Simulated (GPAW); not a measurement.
Wanted: an ASE script for a GPAW 26.7.0 run.

```yaml
Task: band structure
Functional: PBEsol
Potentials_or_basis: PAW data sets generated in the run's folder for this functional
Cutoff: 600 eV
Basis: pw
k_mesh: 6 × 6 × 6
Occupations: fermi-dirac, width 0.05 eV
Spin: no spin polarisation
Hubbard_terms: Ti d U = 3 eV
Maxiter: 150
Band_path: GLB1,BZGX,QFP1Z,LP
Band_points: 100
```

Crystal: Ti3S2.

```
Ti S
1.0
     2.71311    1.56642    3.23762
    -2.71311    1.56642    3.23762
     0.00000   -3.13283    3.23762
Ti S
3 2
Direct
  0.00000 0.33565 0.66434
  0.66434 0.00000 0.33565
  0.33565 0.66434 0.00000
  0.16784 0.16784 0.16784
  0.83216 0.83216 0.83216
```

The cell comes from a database or a generator and needn't be the stable form of this composition.

One way to write it, as run:

run.py

```python
from ase import Atoms
from ase.dft.bandgap import bandgap
from ase.io import write
from ase.units import GPa
from gpaw import GPAW, PW, setup_paths

setup_paths.insert(0, '.')

atoms = Atoms(['Ti', 'Ti', 'Ti', 'S', 'S'],
              cell=[[2.7131139241, 1.5664170544, 3.2376184047],
                    [-2.7131139241, 1.5664170544, 3.2376184047],
                    [0.0, -3.1328341088, 3.2376184047]],
              scaled_positions=[[0.0, 0.335655, 0.664345],
                                [0.664345, 0.0, 0.335655],
                                [0.335655, 0.664345, 0.0],
                                [0.167839, 0.167839, 0.167839],
                                [0.832161, 0.832161, 0.832161]],
              pbc=True)

calc = GPAW(mode=PW(600),
            xc='PBEsol',
            kpts={'size': (6, 6, 6), 'gamma': True},
            occupations={'name': 'fermi-dirac', 'width': 0.05},
            setups={'Ti': ':d,3.0'},
            nbands=44,
            convergence={'density': 1e-05, 'energy': 1e-05},
            maxiter=150,
            txt='gpaw.txt')
atoms.calc = calc
energy = atoms.get_potential_energy()
forces = atoms.get_forces()
stress = atoms.get_stress()
calc.write('gs.gpw')
write('result.traj', atoms)
print(f'Energy: {energy:.6f} eV')
print('Forces (eV/A):')
print(forces.round(4))
print('Stress (GPa):', (stress / GPa).round(3))
print('Fermi level:', round(calc.get_fermi_level(), 4), 'eV')
print(f'Gap: {bandgap(calc)[0]:.4f} eV, direct: {bandgap(calc, direct=True)[0]:.4f} eV')

path = atoms.cell.bandpath('GLB1,BZGX,QFP1Z,LP', npoints=100, eps=1e-4)
bs_calc = calc.fixed_density(kpts=path, symmetry='off', nbands=64,
                             convergence={'bands': 'CBM+6.0', 'eigenstates': 1e-6}, txt='bands.txt')
bs = bs_calc.band_structure()
bs.write('bs.json')
print(f'Gap on the path: {bandgap(bs_calc)[0]:.4f} eV')
```

Potentials or basis: PAW data sets generated in the run's folder for this functional, pw.

Launch:

```console
$ gpaw-setup -f PBEsol S Ti
$ OMP_NUM_THREADS=1 python run.py
```

It gave:

* Pressure: -1.6 GPa
* Largest force: 0.027 eV/Å
* Band gap along the path: none (metal or under the smearing width)

Caveat: U without spin polarisation on a metal has little footing.

Run time: 4.2 min on 1 thread of Arm Neoverse V2, with other jobs on the host, peak memory 0.64 GiB.
